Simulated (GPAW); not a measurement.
Write an ASE script for GPAW 26.7.0 that does the following.

```
Task                : equation of state
Functional          : PBE
Potentials or basis : GPAW PAW data sets (gpaw-data 1.2.1)
Cutoff              : 600 eV
Basis               : pw
k mesh              : 7 × 7 × 8
Occupations         : fermi-dirac, width 0.05 eV
Spin                : no spin polarisation
Maxiter             : 150
Eos scales          : [0.94, 0.96, 0.98, 1.0, 1.02, 1.04, 1.06]
```

Crystal: AlSn.

```xyz
2
Lattice="4.1981 0.0000 0.0000 -2.0991 3.6357 0.0000 0.0000 0.0000 3.3068" Properties=species:S:1:pos:R:3 pbc="T T T"
Sn    0.0000    2.4238    1.6534
Al    0.0000    0.0000    0.0000
```

The cell comes from a database or a generator and needn't be the stable form of this composition.

These files were run (other wordings do the same):

run.py

```python
from ase import Atoms
from ase.eos import EquationOfState
from ase.io import Trajectory
from ase.units import GPa
from gpaw import GPAW, PW

atoms = Atoms(['Sn', 'Al'],
              cell=[[4.1981056157, 0.0, 0.0],
                    [-2.0990528078, 3.6356661109, 0.0],
                    [0.0, 0.0, 3.306847]],
              scaled_positions=[[0.3333333333, 0.6666666667, 0.5],
                                [0.0, 0.0, 0.0]],
              pbc=True)

traj = Trajectory('eos.traj', 'w')
volumes, energies = [], []
for x in [0.94, 0.96, 0.98, 1.0, 1.02, 1.04, 1.06]:
    a = atoms.copy()
    a.set_cell(atoms.cell * x**(1 / 3), scale_atoms=True)
    calc = GPAW(mode=PW(600),
                xc='PBE',
                kpts={'size': (7, 7, 8), 'gamma': True},
                occupations={'name': 'fermi-dirac', 'width': 0.05},
                nbands=17,
                convergence={'density': 1e-05, 'energy': 1e-05},
                maxiter=150,
                txt=f'eos-{x:.2f}.txt')
    a.calc = calc
    energies.append(a.get_potential_energy(force_consistent=True))
    volumes.append(a.get_volume())
    p = -a.get_stress()[:3].mean() / GPa
    calc.write(f'eos-{x:.2f}.gpw')
    traj.write(a)
    print(f'{x:.2f} {volumes[-1]:10.4f} A^3 {energies[-1]:14.6f} eV {p:9.3f} GPa', flush=True)

v0, e0, B = EquationOfState(volumes, energies, eos='birchmurnaghan').fit()
print(f'V0 = {v0:.4f} A^3, E0 = {e0:.6f} eV, B0 = {B / GPa:.2f} GPa')
```

Potentials or basis: GPAW PAW data sets (gpaw-data 1.2.1), pw.

Command:

```sh
$ OMP_NUM_THREADS=1 python run.py
```

It gave:

```yaml
Equilibrium_volume: 25.31 Å³/atom
Bulk_modulus_at_fixed_shape_and_positions: 50 GPa
Pressure_derivative_of_the_bulk_modulus: 4.9
```

Caveat: the cell was scaled at fixed shape and fractional positions, which overstates the stiffness of a crystal with free parameters, most of all of layers and chains.

Wall time 86 s on 1 thread of Arm Neoverse V2, on a shared host, peak memory 0.22 GiB.
